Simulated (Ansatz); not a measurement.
**CO2: further runs on the relaxed cell**

One table from this session's results is given with a row withheld; the runs are named, their logs left out.

Method: DFT PBEsol, scalar-relativistic, plane waves, PAW, in Ansatz 0.2.0.

**The system as given**

It takes space group I-42d (No. 122, tetragonal). Conventional cell: a = 3.918 Å, b = 3.918 Å, c = 5.937 Å, α = 90.00°, β = 90.00°, γ = 90.00°. C (site symmetry -4) has 4 O at 1.39 Å as nearest neighbours. Around O (site symmetry 2) lie 2 C at 1.39 Å.

Structure file:

```cif
data_structure
_symmetry_space_group_name_H-M 'I-42d'
_symmetry_Int_Tables_number 122
_cell_length_a 3.9179
_cell_length_b 3.9179
_cell_length_c 5.9373
_cell_angle_alpha 90.000
_cell_angle_beta 90.000
_cell_angle_gamma 90.000
_cell_volume 91.14
loop_
_atom_site_label
_atom_site_type_symbol
_atom_site_symmetry_multiplicity
_atom_site_Wyckoff_symbol
_atom_site_fract_x
_atom_site_fract_y
_atom_site_fract_z
_atom_site_occupancy
C1 C 4 a 0.00000 0.50000 0.25000 1
O1 O 8 d 0.75000 0.33277 0.37500 1
```

It goes back to an entry of the Materials Project, which need not be the stable form.

This cell was relaxed beforehand with the same method: volume 7.59 Å³/atom, gap on the mesh 7.65 eV.

Set-up of the first run:

The input, input.yaml:

```yaml
crystal:
  lattice:
    - [-1.9391571546, 1.9391571546, 2.9386581563]
    - [1.9391571546, -1.9391571546, 2.9386581563]
    - [1.9391571546, 1.9391571546, -2.9386581563]
  atoms:
    - { symbol: C, position: [0.75, 0.25, 0.5] }
    - { symbol: C, position: [0.0, 0.0, 0.0] }
    - { symbol: O, position: [0.7077697658, 0.125, 0.0827697658] }
    - { symbol: O, position: [0.0422302342, 0.625, 0.9172302342] }
    - { symbol: O, position: [0.375, 0.2922302342, 0.4172302342] }
    - { symbol: O, position: [0.875, 0.9577697658, 0.5827697658] }
basis:
  ecutwfc: 420
kpoints:
  mp_grid: { grid: [8, 8, 8] }
hamiltonian:
  xc: pbesol
scf:
  occupations: { method: gaussian, width: 0.02 }
output:
  forces: true
  stress: true
  eigenvalues: true
  write_density: true
  write_potential: true
  elf: true
  volumetric_format: npy
relax:
  adjacent_minimum: "off"
  f_tol: 0.01
  max_steps: 30
  cell: { stress_tol: 0.1, fix: [volume] }
```

Launch:

```bash
ansatz run input.yaml --threads 2 --pin off --max-ram 5120MiB --backend cpu --events-out ev --progress --plain --runs-dir out
```

Steps of the session up to this table: Point at V/V0 = 0.97; The cell scaled to 1.03 of its volume; Volume × 0.94; The cell scaled to 1.06 of its volume.

One of the session's tables, all rows but one given; the rest of the session is left out.

It belongs to the step «Fit of the equation of state». 

| volume (Å³/atom) | energy above the lowest point (meV/atom) | pressure (GPa) | gap on the mesh (eV) |
| --- | --- | --- | --- |
| 7.139 | 13.4 | 9.90 | 7.66 |
| 7.367 | 3.2 | 4.60 | 7.66 |
| 7.595 | 0.0 | -0.01 | 7.65 |
| 7.823 | ? | ? | ? |
| 8.050 | 11.3 | -7.57 | 7.56 |

Estimate the missing values for volume (Å³/atom) = 7.823.

Worked estimate for «energy above the lowest point (meV/atom)». A straight line through the neighbours (7.595, 0.0) and (8.050, 11.3) gives 0.0 + (11.3 − 0.0) × (7.823 − 7.595) / (8.050 − 7.595) = 5.7; a parabola fitted to 3 rows on both sides gives 2.7.

**Answer.** energy above the lowest point (meV/atom): 3.0; pressure (GPa): -4.05; gap on the mesh (eV): 7.62. In «energy above the lowest point (meV/atom)» the line misses by +2.7 and the parabola by -0.3.
